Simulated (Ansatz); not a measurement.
# C2H8N2Si: the cost of one run

Program: Ansatz 0.2.0. Level of theory: RKS PBE0-D4/6-31G. These are calculated values, not measurements.

## 1. The structure to begin with

Bond lengths: N1–C2 1.240 Å, C2–C3 1.488 Å, C3–N4 1.570 Å, C3–Si5 1.889 Å, N1–H6 1.090 Å, C2–H7 1.095 Å, C3–H8 1.087 Å, N4–H9 1.072 Å, N4–H10 0.981 Å, Si5–H11 1.449 Å, Si5–H12 1.466 Å, Si5–H13 1.437 Å. Angles (14 of 19 angles, heavy atoms first): N1–C2–C3 119.2°, C2–C3–N4 109.3°, C2–C3–Si5 114.7°, N4–C3–Si5 109.3°, N1–C2–H7 123.1°, C3–C2–H7 117.5°, C2–N1–H6 110.5°, C2–C3–H8 111.0°, N4–C3–H8 103.5°, Si5–C3–H8 108.5°, C3–N4–H9 101.8°, C3–N4–H10 106.6°, C3–Si5–H11 109.4°, C3–Si5–H12 108.8°.

Coordinates:

```xyz
13

N    -1.7694    1.4256    0.3299
C    -1.0415    0.6118   -0.2588
C     0.1076    0.0081    0.4679
N     1.3440    0.9704    0.3719
Si    0.6066   -1.7113   -0.1348
H    -2.5332    1.8122   -0.3446
H    -1.1507    0.3700   -1.3214
H    -0.0909   -0.0438    1.5354
H     0.9682    1.8578    0.8416
H     1.4617    1.1823   -0.5785
H     0.9946   -1.6393   -1.5291
H    -0.5478   -2.6076   -0.0164
H     1.6713   -2.2710    0.6516
```

## 2. Preparing the start

input.yaml reads:

```yaml
crystal:
  periodic: [false, false, false]
  atoms:
    - { symbol: "N", position_ang: [-1.7694, 1.4256, 0.3299] }
    - { symbol: C, position_ang: [-1.0415, 0.6118, -0.2588] }
    - { symbol: C, position_ang: [0.1076, 0.0081, 0.4679] }
    - { symbol: "N", position_ang: [1.344, 0.9704, 0.3719] }
    - { symbol: Si, position_ang: [0.6066, -1.7113, -0.1348] }
    - { symbol: H, position_ang: [-2.5332, 1.8122, -0.3446] }
    - { symbol: H, position_ang: [-1.1507, 0.37, -1.3214] }
    - { symbol: H, position_ang: [-0.0909, -0.0438, 1.5354] }
    - { symbol: H, position_ang: [0.9682, 1.8578, 0.8416] }
    - { symbol: H, position_ang: [1.4617, 1.1823, -0.5785] }
    - { symbol: H, position_ang: [0.9946, -1.6393, -1.5291] }
    - { symbol: H, position_ang: [-0.5478, -2.6076, -0.0164] }
    - { symbol: H, position_ang: [1.6713, -2.271, 0.6516] }
basis:
  gaussian: { orbitals: "6-31G" }
hamiltonian:
  xc: pbe0
  dispersion: d4
relax:
  f_tol: 0.02
  max_steps: 40
```

The run is started by

```console
$ ansatz run input.yaml --threads 1 --pin off --max-ram 2048MiB --backend cpu --events-out ev --progress --plain --runs-dir out
```

**Question.** How long does this run take on 1 thread of Arm Neoverse V2, shared host, and how much memory does it need?

About 65 s, with a peak of 0.15 GiB.
